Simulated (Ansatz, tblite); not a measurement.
**V(NH2)3 (VN₃H₆): charged states by level of theory, part 1 of 2**

Aim: the energy of removing and adding an electron for V(NH2)3 (VN₃H₆), by energy differences, and how well orbital energies stand in for it.

Method: as each input shows; program: Ansatz 0.2.0, Gaussian basis.

The runs, in order: charge +1 doublet, at the geometry of the triplet (PBE0-D4/def2-TZVP, PBE-D4/def2-TZVP, r2SCAN-D4/def2-TZVP, CCSD(T)/def2-TZVP); charge +1 doublet, relaxed (PBE0-D4/def2-TZVP, PBE-D4/def2-TZVP); charge -1 quartet, at the geometry of the triplet (PBE0-D4/def2-TZVPD, PBE-D4/def2-TZVPD, r2SCAN-D4/def2-TZVPD); the starting triplet's energies come from earlier runs.

## 1. The structure

The geometry is that of the triplet, from an earlier relaxation (PBE-D4/def2-SVP).

10 atoms, charge 0, spin multiplicity 3.

Atoms are counted from 1 here; the program's logs count them from 0.

Bond lengths: V1–N2 1.852 Å, V1–N5 1.860 Å, V1–N8 1.860 Å, N2–H3 1.028 Å, N2–H4 1.030 Å, N5–H6 1.028 Å, N5–H7 1.027 Å, N8–H9 1.028 Å, N8–H10 1.027 Å. Angles: N2–V1–N5 114.6°, N2–V1–N8 114.4°, N5–V1–N8 123.6°, V1–N2–H3 128.5°, V1–N2–H4 122.6°, H3–N2–H4 108.9°, V1–N5–H6 122.6°, V1–N5–H7 127.0°, H6–N5–H7 108.3°, V1–N8–H9 122.7°, V1–N8–H10 127.0°, H9–N8–H10 108.4°.

Formally the metal is d2. No spin-orbit coupling is included.

## 2. Charge +1 doublet at the fixed geometry, PBE0-D4/def2-TZVP

File in.yaml:

```yaml
crystal:
  periodic: [false, false, false]
  atoms:
    - {symbol: V, position_ang: [-0.115841, 0.000884, 0.352881]}
    - {symbol: N, position_ang: [1.725875, -0.008711, 0.160514]}
    - {symbol: H, position_ang: [2.278112, -0.009378, -0.706288]}
    - {symbol: H, position_ang: [2.368409, -0.006058, 0.965066]}
    - {symbol: N, position_ang: [-0.920652, 1.642172, 0.009987]}
    - {symbol: H, position_ang: [-0.449759, 2.538360, 0.187011]}
    - {symbol: H, position_ang: [-1.735000, 1.817990, -0.589813]}
    - {symbol: N, position_ang: [-0.931664, -1.635331, 0.012667]}
    - {symbol: H, position_ang: [-0.465567, -2.534706, 0.185967]}
    - {symbol: H, position_ang: [-1.753913, -1.805222, -0.577993]}
basis:
  gaussian: {orbitals: def2-TZVP}
total_charge: 1
magnetization: {spin_polarized: true, initial_magnetization: 1}
hamiltonian: {xc: pbe0, dispersion: d4}
scf: {omitted_lower_state_checks: [starts]}
output: {orbitals: {seedname: orbitals}}
```

Launch:

```console
$ ansatz run in.yaml --threads 4 --pin off --events-out ev --progress --plain --max-ram 8704MiB
```

The log of the run:

```text
Functional definition: PBE0
  name "PBE0"
  cite "Adamo & Barone, J. Chem. Phys. 110, 6158 (1999) doi:10.1063/1.478522"
  cite "Perdew, Burke & Ernzerhof, Phys. Rev. Lett. 77, 3865 (1996) doi:10.1103/PhysRevLett.77.3865"
  parent pbe
  parameter a = 0.25
  parameter kappa = 0.804
  parameter beta = 0.06672455060314922
  exchange = (1 - a)*pbe_x(kappa = kappa, mu = beta*pi^2/3) + a*exact_x
  correlation = pbe_c(beta = beta)
these checks for a lower state are left out or cut short: starts
1236 factors; their error is unknown
mean field evaluation 1: about -30210.3886 eV, gradient 9.1e1 eV
mean field evaluation 2: about -29847.5622 eV, gradient 3.5e2 eV
mean field evaluation 4: about -30235.1392 eV, gradient 4.2e1 eV
mean field evaluation 8: about -30240.5047 eV, gradient 3.4e-1 eV
mean field evaluation 16: about -30240.6029 eV, gradient 2.5e-1 eV
mean field -30240.61023819 eV, -1111.3219284315 hartree, gradient 1.1e-5 eV, S^2 0.854144; 0 other end points of the search recorded, 0 dependent functions left out
reference -30240.61026842 eV, -1111.3219295426 hartree; 25, 24 occupied and 149, 150 virtual orbitals, 1236 factors
Total energy: -30240.74164301 eV, -1111.3267574698 hartree
Checks for a lower state left out: starts
```

Run time: 5 s. Hardware: 4 threads of Intel Xeon 6975P-C, shared host; peak memory 0.75 GiB.

From the report: HOMO -12.53 eV, LUMO -8.71 eV (over both spins); ⟨S²⟩ 0.854 (pure: 0.75).

## 3. Charge +1 doublet at the fixed geometry, PBE-D4/def2-TZVP

start.molden holds the orbitals of an earlier run on this state, given as this run's starting guess.

Edit in.yaml of step 2 so:

```diff
@@ -14,6 +14,6 @@
 basis:
-  gaussian: {orbitals: def2-TZVP}
+  gaussian: {orbitals: def2-TZVP, initial_orbitals: start.molden}
 total_charge: 1
 magnetization: {spin_polarized: true, initial_magnetization: 1}
-hamiltonian: {xc: pbe0, dispersion: d4}
+hamiltonian: {xc: pbe, dispersion: d4}
 scf: {omitted_lower_state_checks: [starts]}
```

The command is unchanged.

The log of the run:

```text
Functional definition: PBE
  name "PBE"
  cite "Perdew, Burke & Ernzerhof, Phys. Rev. Lett. 77, 3865 (1996) doi:10.1103/PhysRevLett.77.3865"
  parent pbe
  parameter kappa = 0.804
  parameter beta = 0.06672455060314922
  exchange = pbe_x(kappa = kappa, mu = beta*pi^2/3)
  correlation = pbe_c(beta = beta)
these checks for a lower state are left out or cut short: starts
1163 factors; their error is unknown
mean field evaluation 1: about -30240.7308 eV, gradient 7.5e0 eV
mean field evaluation 2: about -30240.9417 eV, gradient 4.2e-1 eV
mean field evaluation 4: about -30240.9278 eV, gradient 2.8e-1 eV
mean field evaluation 8: about -30240.9288 eV, gradient 7.1e-4 eV
mean field -30240.92880525 eV, -1111.3336355554 hartree, gradient 1.1e-5 eV, S^2 0.781078; 0 other end points of the search recorded, 0 dependent functions left out
reference -30240.92884752 eV, -1111.3336371087 hartree; 25, 24 occupied and 149, 150 virtual orbitals, 1163 factors
Total energy: -30241.08344245 eV, -1111.3393183675 hartree
Checks for a lower state left out: starts
```

Run time: 2 s. Hardware: 4 threads of Intel Xeon 6975P-C, shared host.

Report: HOMO -10.54 eV, LUMO -9.88 eV (over both spins); ⟨S²⟩ 0.781 (pure: 0.75).

## 4. Charge +1 doublet at the fixed geometry, r2SCAN-D4/def2-TZVP

Edit in.yaml of step 3 so:

```diff
@@ -17,3 +17,3 @@
 magnetization: {spin_polarized: true, initial_magnetization: 1}
-hamiltonian: {xc: pbe, dispersion: d4}
+hamiltonian: {xc: r2scan, dispersion: d4}
 scf: {omitted_lower_state_checks: [starts]}
```

Launched as before.

The log of the run:

```text
Functional definition: r2SCAN
  name "r2SCAN"
  cite "Furness, Kaplan, Ning, Perdew & Sun, J. Phys. Chem. Lett. 11, 8208 (2020) doi:10.1021/acs.jpclett.0c02405"
  cite "Furness, Kaplan, Ning, Perdew & Sun, J. Phys. Chem. Lett. 11, 9248 (2020) doi:10.1021/acs.jpclett.0c03077"
  parent r2scan
  parameter k0 = 0.174
  parameter k1 = 0.065
  parameter a1 = 4.9479
  exchange = r2scan_x(k0 = k0, k1 = k1, a1 = a1)
  correlation = r2scan_c
these checks for a lower state are left out or cut short: starts
1163 factors; their error is unknown
mean field evaluation 1: about -30248.8487 eV, gradient 4.1e0 eV
mean field evaluation 2: about -30248.9224 eV, gradient 1.4e-1 eV
mean field evaluation 4: about -30248.9062 eV, gradient 4.7e-2 eV
mean field evaluation 8: about -30248.9061 eV, gradient 1.7e-5 eV
mean field -30248.90611576 eV, -1111.6267963091 hartree, gradient 9.8e-6 eV, S^2 0.825394; 0 other end points of the search recorded, 0 dependent functions left out
reference -30248.90612965 eV, -1111.6267968195 hartree; 25, 24 occupied and 149, 150 virtual orbitals, 1163 factors
Total energy: -30248.94442305 eV, -1111.6282040760 hartree
Checks for a lower state left out: starts
```

It took 6 s on 4 threads of Intel Xeon 6975P-C, shared host.

HOMO -11.16 eV, LUMO -9.72 eV (over both spins); ⟨S²⟩ 0.825 (pure: 0.75).

## 5. Charge +1 doublet at the fixed geometry, CCSD(T)/def2-TZVP

Edit in.yaml of step 4 so:

```diff
@@ -17,4 +17,4 @@
 magnetization: {spin_polarized: true, initial_magnetization: 1}
-hamiltonian: {xc: r2scan, dispersion: d4}
-scf: {omitted_lower_state_checks: [starts]}
+correlation: {method: ccsd_t}
+scf: {omitted_lower_state_checks: [starts, cluster_reference]}
 output: {orbitals: {seedname: orbitals}}
```

The command is unchanged.

The log of the run, shortened:

```text
Functional definition: HF
  name "HF"
  cite "Fock, Z. Phys. 61, 126 (1930) doi:10.1007/BF01340294"
  parent pbe
[...]
1292 factors; integrals over basis functions are off by at most 1.4e-3 eV
[...]
mean field -30193.04539149 eV, -1109.5739525559 hartree, gradient 2.6e-6 eV, S^2 1.662282; 0 other end points of the search recorded, 0 dependent functions left out
8 core orbitals not correlated: weight in the atoms' cores, before any rotation towards them, 1.000 or more for the frozen orbitals, at most 0.000 for the correlated occupied ones
reference -30193.04539149 eV, -1109.5739525559 hartree; 17, 16 occupied and 149, 150 virtual orbitals, 1292 factors
second order -26.21515967 eV of doubles, -0.00000000 eV of singles
cycle   1  -26.17100384 eV  change    4.4e-2 eV  update   2.1e-1
[...]
cycle  40  -28.19533196 eV  change   -1.1e-5 eV  update   4.8e-6
perturbative correction -1.68007622 eV, -0.0617416621 hartree
Total energy: -30222.92079966 eV, -1110.6718535559 hartree
Checks for a lower state left out: starts, cluster_reference
```

It took 97 s on 4 threads of Intel Xeon 6975P-C, shared host; peak memory 5.3 GiB.

Report: Hartree-Fock HOMO -14.22 eV, LUMO -4.92 eV (over both spins); ⟨S²⟩ 1.662 (pure: 0.75); T1 0.092. Doubts: large T1 diagnostic, spin contamination.

## 6. Vertical ionisation energy

Charged state less starting state, triplet to doublet; the starting state's energies are those of its earlier runs.

```csv
level,vertical ionisation energy (eV),time
HF/def2-TZVP†,+7.19,
PBE-D4/def2-TZVP,+6.77,3.5 s
r2SCAN-D4/def2-TZVP,+6.96,8.8 s
PBE0-D4/def2-TZVP,+7.25,7.8 s
MP2/def2-TZVP†,+8.51,
CCSD/def2-TZVP†,+7.51,
CCSD(T)/def2-TZVP†,+7.14,2.7 min
```

Times add the two runs; a level without a time comes out of a correlated run. † marks a level with a doubtful state (flagged, unstable, out of aufbau order, or strongly spin-contaminated); such levels are left out of the summary. CCSD(T)/def2-TZVP is no safe reference here (large T1 diagnostic, spin contamination).

Beside −ε(HOMO) of the starting state (over both spins):

```csv
level,−ε(HOMO) (eV),by difference (eV),mismatch (eV)
PBE-D4/def2-TZVP,3.49,6.77,-3.28
r2SCAN-D4/def2-TZVP,3.98,6.96,-2.97
PBE0-D4/def2-TZVP,5.59,7.25,-1.66
```

## 7. Relaxing the charge +1 doublet

Edit in.yaml of step 5 so:

```diff
@@ -14,7 +14,8 @@
 basis:
-  gaussian: {orbitals: def2-TZVP, initial_orbitals: start.molden}
+  gaussian: {orbitals: def2-SVP}
 total_charge: 1
 magnetization: {spin_polarized: true, initial_magnetization: 1}
-correlation: {method: ccsd_t}
-scf: {omitted_lower_state_checks: [starts, cluster_reference]}
+hamiltonian: {xc: pbe, dispersion: d4}
+scf: {lower_state_search: "off"}
 output: {orbitals: {seedname: orbitals}}
+relax: {f_tol: 0.02, max_steps: 100}
```

Same command.

The log of the run:

```text
Functional definition: PBE
  name "PBE"
  cite "Perdew, Burke & Ernzerhof, Phys. Rev. Lett. 77, 3865 (1996) doi:10.1103/PhysRevLett.77.3865"
  parent pbe
  parameter kappa = 0.804
  parameter beta = 0.06672455060314922
  exchange = pbe_x(kappa = kappa, mu = beta*pi^2/3)
  correlation = pbe_c(beta = beta)
these checks for a lower state are left out or cut short: stability, starts, cluster_reference, orbital_swaps, neighbouring_geometries, increment
1246 factors; their error is unknown
mean field evaluation 1: about -30195.3965 eV, gradient 9.6e1 eV
mean field evaluation 2: about -29756.3532 eV, gradient 2.8e2 eV
mean field evaluation 4: about -29994.0196 eV, gradient 2.4e2 eV
mean field evaluation 8: about -30232.0541 eV, gradient 3.4e-1 eV
mean field -30232.07818521 eV, -1111.0083812678 hartree, gradient 2.1e-6 eV, S^2 0.785824; 0 other end points of the search recorded, 0 dependent functions left out
the calculation of the forces begins
reference -30232.07825093 eV, -1111.0083836831 hartree; 25, 24 occupied and 78, 79 virtual orbitals, 1246 factors
relax step   1: F+E_penalty+E_count = -30232.23278014 eV  Δ(F+E_penalty+E_count) = +0.000e0 eV  max|allowed force component| = 1.154e0 eV/Å  Δτ_max = 0.0000 Å  (54 SCF iters, accepted)
these checks for a lower state are left out or cut short: stability, starts, cluster_reference, orbital_swaps, neighbouring_geometries, increment
1246 factors; their error is unknown
mean field evaluation 16: about -30231.8771 eV, gradient 7.6e0 eV
mean field -30232.33564480 eV, -1111.0178427334 hartree, gradient 1.5e-6 eV, S^2 0.778216; 0 other end points of the search recorded, 0 dependent functions left out
the calculation of the forces begins
reference -30232.33570801 eV, -1111.0178450564 hartree; 25, 24 occupied and 78, 79 virtual orbitals, 1246 factors
relax step   2: F+E_penalty+E_count = -30232.49322632 eV  Δ(F+E_penalty+E_count) = -2.604e-1 eV  max|allowed force component| = 7.959e-1 eV/Å  Δτ_max = 0.1951 Å  (35 SCF iters, accepted)
these checks for a lower state are left out or cut short: stability, starts, cluster_reference, orbital_swaps, neighbouring_geometries, increment
1246 factors; their error is unknown
mean field evaluation 32: about -30232.4822 eV, gradient 1.3e-6 eV
mean field -30232.48215725 eV, -1111.0232269665 hartree, gradient 1.3e-6 eV, S^2 0.772718; 0 other end points of the search recorded, 0 dependent functions left out
the calculation of the forces begins
reference -30232.48221820 eV, -1111.0232292065 hartree; 25, 24 occupied and 78, 79 virtual orbitals, 1246 factors
relax step   3: F+E_penalty+E_count = -30232.64350831 eV  Δ(F+E_penalty+E_count) = -1.503e-1 eV  max|allowed force component| = 1.065e0 eV/Å  Δτ_max = 0.1917 Å  (31 SCF iters, accepted)
these checks for a lower state are left out or cut short: stability, starts, cluster_reference, orbital_swaps, neighbouring_geometries, increment
1246 factors; their error is unknown
mean field -30232.56035642 eV, -1111.0261007328 hartree, gradient 2.1e-6 eV, S^2 0.774059; 0 other end points of the search recorded, 0 dependent functions left out
the calculation of the forces begins
reference -30232.56041805 eV, -1111.0261029978 hartree; 25, 24 occupied and 78, 79 virtual orbitals, 1246 factors
relax step   4: F+E_penalty+E_count = -30232.72463971 eV  Δ(F+E_penalty+E_count) = -8.113e-2 eV  max|allowed force component| = 8.408e-1 eV/Å  Δτ_max = 0.2000 Å  (31 SCF iters, accepted)
these checks for a lower state are left out or cut short: stability, starts, cluster_reference, orbital_swaps, neighbouring_geometries, increment
1246 factors; their error is unknown
mean field -30232.57448332 eV, -1111.0266198869 hartree, gradient 2.6e-6 eV, S^2 0.774050; 0 other end points of the search recorded, 0 dependent functions left out
the calculation of the forces begins
reference -30232.57454366 eV, -1111.0266221046 hartree; 25, 24 occupied and 78, 79 virtual orbitals, 1246 factors
relax step   5: F+E_penalty+E_count = -30232.73954920 eV  Δ(F+E_penalty+E_count) = -1.491e-2 eV  max|allowed force component| = 6.548e-1 eV/Å  Δτ_max = 0.1945 Å  (28 SCF iters, accepted)
these checks for a lower state are left out or cut short: stability, starts, cluster_reference, orbital_swaps, neighbouring_geometries, increment
1246 factors; their error is unknown
mean field -30232.60627149 eV, -1111.0277880809 hartree, gradient 2.3e-6 eV, S^2 0.774732; 0 other end points of the search recorded, 0 dependent functions left out
the calculation of the forces begins
reference -30232.60633150 eV, -1111.0277902861 hartree; 25, 24 occupied and 78, 79 virtual orbitals, 1246 factors
relax step   6: F+E_penalty+E_count = -30232.77125028 eV  Δ(F+E_penalty+E_count) = -3.170e-2 eV  max|allowed force component| = 2.342e-1 eV/Å  Δτ_max = 0.0310 Å  (28 SCF iters, accepted)
these checks for a lower state are left out or cut short: stability, starts, cluster_reference, orbital_swaps, neighbouring_geometries, increment
1246 factors; their error is unknown
mean field evaluation 64: about -30232.6097 eV, gradient 1.9e-1 eV
mean field -30232.60985045 eV, -1111.0279196051 hartree, gradient 1.3e-6 eV, S^2 0.774015; 0 other end points of the search recorded, 0 dependent functions left out
the calculation of the forces begins
reference -30232.60991051 eV, -1111.0279218123 hartree; 25, 24 occupied and 78, 79 virtual orbitals, 1246 factors
relax step   7: F+E_penalty+E_count = -30232.77496871 eV  Δ(F+E_penalty+E_count) = -3.718e-3 eV  max|allowed force component| = 1.050e-1 eV/Å  Δτ_max = 0.0202 Å  (26 SCF iters, accepted)
these checks for a lower state are left out or cut short: stability, starts, cluster_reference, orbital_swaps, neighbouring_geometries, increment
1246 factors; their error is unknown
mean field -30232.61070277 eV, -1111.0279509273 hartree, gradient 1.2e-6 eV, S^2 0.774161; 0 other end points of the search recorded, 0 dependent functions left out
the calculation of the forces begins
reference -30232.61076290 eV, -1111.0279531368 hartree; 25, 24 occupied and 78, 79 virtual orbitals, 1246 factors
relax step   8: F+E_penalty+E_count = -30232.77598996 eV  Δ(F+E_penalty+E_count) = -1.021e-3 eV  max|allowed force component| = 4.111e-2 eV/Å  Δτ_max = 0.0088 Å  (25 SCF iters, accepted)
these checks for a lower state are left out or cut short: stability, starts, cluster_reference, orbital_swaps, neighbouring_geometries, increment
1246 factors; their error is unknown
mean field -30232.60975933 eV, -1111.0279162565 hartree, gradient 1.3e-6 eV, S^2 0.774519; 0 other end points of the search recorded, 0 dependent functions left out
the calculation of the forces begins
reference -30232.60981927 eV, -1111.0279184593 hartree; 25, 24 occupied and 78, 79 virtual orbitals, 1246 factors
relax step   9: F+E_penalty+E_count = -30232.77480036 eV  Δ(F+E_penalty+E_count) = +1.190e-3 eV  max|allowed force component| = 5.289e-2 eV/Å  Δτ_max = 0.0364 Å  (25 SCF iters, rejected (line search))
these checks for a lower state are left out or cut short: stability, starts, cluster_reference, orbital_swaps, neighbouring_geometries, increment
1246 factors; their error is unknown
mean field -30232.61117865 eV, -1111.0279684157 hartree, gradient 2.1e-6 eV, S^2 0.774179; 0 other end points of the search recorded, 0 dependent functions left out
the calculation of the forces begins
reference -30232.61123885 eV, -1111.0279706278 hartree; 25, 24 occupied and 78, 79 virtual orbitals, 1246 factors
relax step  10: F+E_penalty+E_count = -30232.77640578 eV  Δ(F+E_penalty+E_count) = -4.158e-4 eV  max|allowed force component| = 2.280e-2 eV/Å  Δτ_max = 0.0110 Å  (26 SCF iters, accepted)
these checks for a lower state are left out or cut short: stability, starts, cluster_reference, orbital_swaps, neighbouring_geometries, increment
1246 factors; their error is unknown
mean field -30232.61131237 eV, -1111.0279733296 hartree, gradient 1.8e-6 eV, S^2 0.774107; 0 other end points of the search recorded, 0 dependent functions left out
the calculation of the forces begins
reference -30232.61137262 eV, -1111.0279755439 hartree; 25, 24 occupied and 78, 79 virtual orbitals, 1246 factors
relax step  11: F+E_penalty+E_count = -30232.77649722 eV  Δ(F+E_penalty+E_count) = -9.144e-5 eV  max|allowed force component| = 1.030e-2 eV/Å  Δτ_max = 0.0053 Å  (18 SCF iters, accepted)
Total energy: -30232.77655747 eV, -1111.0340459750 hartree
Atom 0 at    -0.114152     0.000933     0.610264 Å, force    -0.003858     0.000084    -0.001034 eV/Å
Atom 1 at     1.649832    -0.005862     0.337346 Å, force    -0.005230    -0.000024    -0.003637 eV/Å
Atom 2 at     2.134576    -0.008680    -0.572391 Å, force     0.004297     0.000028    -0.000343 eV/Å
Atom 3 at     2.334764    -0.007440     1.113601 Å, force     0.002810    -0.000059     0.001637 eV/Å
Atom 4 at    -0.823465     1.511084    -0.066102 Å, force     0.010298    -0.005025     0.004569 eV/Å
Atom 5 at    -0.320861     2.323396    -0.451984 Å, force    -0.002181     0.001448     0.000040 eV/Å
Atom 6 at    -1.837755     1.617405    -0.231109 Å, force    -0.007141     0.001602    -0.002954 eV/Å
Atom 7 at    -0.834759    -1.505031    -0.063479 Å, force     0.009986     0.004898     0.004675 eV/Å
Atom 8 at    -0.338320    -2.321740    -0.448060 Å, force    -0.002163    -0.001412    -0.000016 eV/Å
Atom 9 at    -1.849861    -1.604066    -0.228085 Å, force    -0.006819    -0.001541    -0.002937 eV/Å
Dipole moment:    -0.050845     0.000248     0.036787 e Å
Checks for a lower state left out: stability, starts, cluster_reference, orbital_swaps, neighbouring_geometries, increment
```

Wall time 8.5 s (4 threads of Intel Xeon 6975P-C, shared host).

The steps of the relaxation: (the energy doesn't fall at every step)

```csv
step,energy from step 1 (eV),largest force component (eV/Å)
1,0.0000,1.1543
2,-0.2604,0.7959
3,-0.4107,1.0646
4,-0.4919,0.8408
5,-0.5068,0.6548
6,-0.5385,0.2342
7,-0.5422,0.1050
8,-0.5432,0.0411
9,-0.5420,0.0529
10,-0.5436,0.0228
11,-0.5437,0.0103
```

Distances of close pairs at the start and the end, largest changes first:

```csv
bond,before (Å),after (Å),change (Å)
V1–N2,1.852,1.785,-0.067
V1–N5,1.860,1.800,-0.060
V1–N8,1.860,1.800,-0.059
N8–H10,1.027,1.033,+0.007
N5–H7,1.027,1.033,+0.007
N2–H4,1.030,1.035,+0.006
N2–H3,1.028,1.031,+0.003
N8–H9,1.028,1.030,+0.003
```

(Continued in part 2 of 2.)
